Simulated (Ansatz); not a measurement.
C₂H₇Al₂F, SMILES C[CH](F)[AlH][AlH2], vertical spin-state energies

Program: Ansatz 0.2.0 through its Python package.

At the Python prompt:
```pycon
>>> import ansatz as az
>>> mol = (
...     az.Crystal.molecule()
...     .atom("C", (-0.7332, 0.6563, 1.403))
...     .atom("C", (-0.2702, 1.2864, 0.0834))
...     .atom("F", (0.9546, 1.8385, 0.2697))
...     .atom("Al", (-0.0685, -0.0991, -1.3438))
...     .atom("Al", (1.2915, -2.1139, -0.9884))
...     .atom("H", (-0.8453, 1.5162, 2.1581))
...     .atom("H", (-0.0668, -0.0883, 1.7613))
...     .atom("H", (-1.7563, 0.2863, 1.2397))
...     .atom("H", (-0.9543, 2.1019, -0.2216))
...     .atom("H", (-0.9761, 0.0476, -2.6681))
...     .atom("H", (2.0934, -2.2558, 0.4162))
...     .atom("H", (1.4081, -3.2313, -2.0754))
... )
>>> job = (
...     mol.calculation()
...     .basis(gaussian="6-31G*")
...     .correlation("mp2")
... )
>>> found = {}
>>> for unpaired in [0, 2]:
...     r = job.spin("collinear", total=unpaired).run(threads=1, pin="off").report
...     s = unpaired / 2
...     found[unpaired] = r["free_energy_ev"]
...     print(f"2S+1 = {unpaired + 1}: E = {found[unpaired]:.5f} eV, <S^2> = {abs(r['mean_field']['state']['spin_squared']):.3f} (pure state {s * (s + 1):.2f})")
...
2S+1 = 1: E = -18055.38682 eV, <S^2> = 0.000 (pure state 0.00)
2S+1 = 3: E = -18053.29649 eV, <S^2> = 2.003 (pure state 2.00)
>>> lowest = min(found, key=found.get)
>>> for unpaired, e in found.items():
...     print(f"multiplicity {unpaired + 1}: {23.060548 * (e - found[lowest]):.1f} kcal/mol above the lowest")
...
multiplicity 1: 0.0 kcal/mol above the lowest
multiplicity 3: 48.2 kcal/mol above the lowest
```

In order: multiplicity 1 (+0.00 eV) and multiplicity 3 (+2.09 eV), all at the one geometry.

Total energies depend on the basis set; only differences at equal settings carry meaning. The geometry is a force-field or estimated start, not a minimum of this method, and the basis set is short of its limit. All parts are taken at fixed geometry, without zero-point energy. S² is that of the Hartree-Fock reference. Hardware and time: 6.6 s on 1 thread of Arm Neoverse V1, with other jobs on the host, peak memory 0.3 GiB.
